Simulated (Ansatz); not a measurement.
# BH4NSSi: two geometries relaxed

Method: RKS PBE-D4/def2-SVP, in Ansatz 0.2.0.

**1. The structure to begin with**

Bond lengths: N1–B2 1.471 Å, B2–Si3 1.979 Å, B2–S4 1.967 Å, Si3–S4 1.944 Å, N1–H5 1.033 Å, N1–H6 1.057 Å, Si3–H7 1.528 Å, Si3–H8 1.438 Å. Angles: N1–B2–Si3 142.2°, N1–B2–S4 146.4°, Si3–B2–S4 59.0°, B2–N1–H5 111.0°, B2–N1–H6 110.7°, H5–N1–H6 108.1°, B2–Si3–S4 60.2°, B2–Si3–H7 114.1°, B2–Si3–H8 116.3°, S4–Si3–H7 111.8°, S4–Si3–H8 118.1°, H7–Si3–H8 121.3°, B2–S4–Si3 60.8°.

Coordinates:

```xyz
8

N    -0.7628    1.6058   -0.3699
B    -0.6079    0.1435   -0.3437
Si    0.5298   -1.2962    0.3981
S    -0.2269   -1.4830   -1.3831
H     0.0713    2.0585   -0.7778
H    -0.8971    1.9842    0.6082
H     2.0272   -0.9947    0.3498
H    -0.0415   -2.0753    1.4626
```

**2. End point A**

File input.yaml:

```yaml
crystal:
  periodic: [false, false, false]
  atoms:
    - { symbol: "N", position_ang: [-0.7628, 1.6058, -0.3699] }
    - { symbol: B, position_ang: [-0.6079, 0.1435, -0.3437] }
    - { symbol: Si, position_ang: [0.5298, -1.2962, 0.3981] }
    - { symbol: S, position_ang: [-0.2269, -1.483, -1.3831] }
    - { symbol: H, position_ang: [0.0713, 2.0585, -0.7778] }
    - { symbol: H, position_ang: [-0.8971, 1.9842, 0.6082] }
    - { symbol: H, position_ang: [2.0272, -0.9947, 0.3498] }
    - { symbol: H, position_ang: [-0.0415, -2.0753, 1.4626] }
basis:
  gaussian: { orbitals: def2-SVP }
hamiltonian:
  xc: pbe
  dispersion: d4
relax:
  f_tol: 0.015
  max_steps: 40
output:
  orbitals: {}
```

Launch:

```bash
$ ansatz run input.yaml --threads 1 --pin off --max-ram 2048MiB --backend cpu --events-out ev --progress --plain --runs-dir out
```

**Question.** How long does this run take on 1 thread of Arm Neoverse V1, shared host, and how much memory does it need?

About 37 s, with a peak of 0.14 GiB.
